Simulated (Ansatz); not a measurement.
# SnC2: the cost of one run

Method: DFT PBE, scalar-relativistic, plane waves, PAW, in Ansatz 0.2.0.

3 further runs of the same task are left out: 3 set aside as unsound or not needed.

### Step 1. The structure to begin with

Symmetry: I4/mmm, No. 139, tetragonal system. Conventional cell: a = 4.070 Å, b = 4.070 Å, c = 6.596 Å, α = 90.00°, β = 90.00°, γ = 90.00°. Around Sn (site symmetry 4/mmm) lie 10 C at 2.66 to 2.95 Å. Around C (site symmetry 4mm) lie 1 C at 1.27 Å.

Coordinates:

```
Sn C
1.0
    -2.03507    2.03507    3.29801
     2.03507   -2.03507    3.29801
     2.03507    2.03507   -3.29801
Sn C
1 2
Direct
  0.00000 0.00000 0.00000
  0.59627 0.59627 0.00000
  0.40373 0.40373 0.00000
```

The cell was made up by rule, so the compound may not exist in this form.

It is the result of an earlier relaxation at this level (volume 18.21 Å³/atom; gap on the mesh: 0.95 eV).

The cell was built by a swap of Ca by Sn in CaC2; it need not be the stable form of this composition.

### Step 2. The cell under 5 GPa

At a set pressure the run lowers the enthalpy E + PV, so the energy alone may rise along the way.

Input file input.yaml:

```yaml
crystal:
  lattice:
    - [-2.0350734218, 2.0350734218, 3.2980090494]
    - [2.0350734218, -2.0350734218, 3.2980090494]
    - [2.0350734218, 2.0350734218, -3.2980090494]
  atoms:
    - { symbol: Sn, position: [0.0, 0.0, 0.0] }
    - { symbol: C, position: [0.5962717217, 0.5962717217, 0.0] }
    - { symbol: C, position: [0.4037282783, 0.4037282783, 0.0] }
basis:
  ecutwfc: 420
kpoints:
  mp_grid: { grid: [10, 10, 10] }
hamiltonian:
  xc: pbe
scf:
  occupations: { method: fixed }
output:
  forces: true
  stress: true
  eigenvalues: true
relax:
  adjacent_minimum: "off"
  f_tol: 0.001
  max_steps: 60
  cell: { stress_tol: 0.02, p_target: 5.0 }
```

What time and memory should one allow on 1 thread of an Arm CPU, shared host?

About 57 s, with a peak of 0.34 GiB.
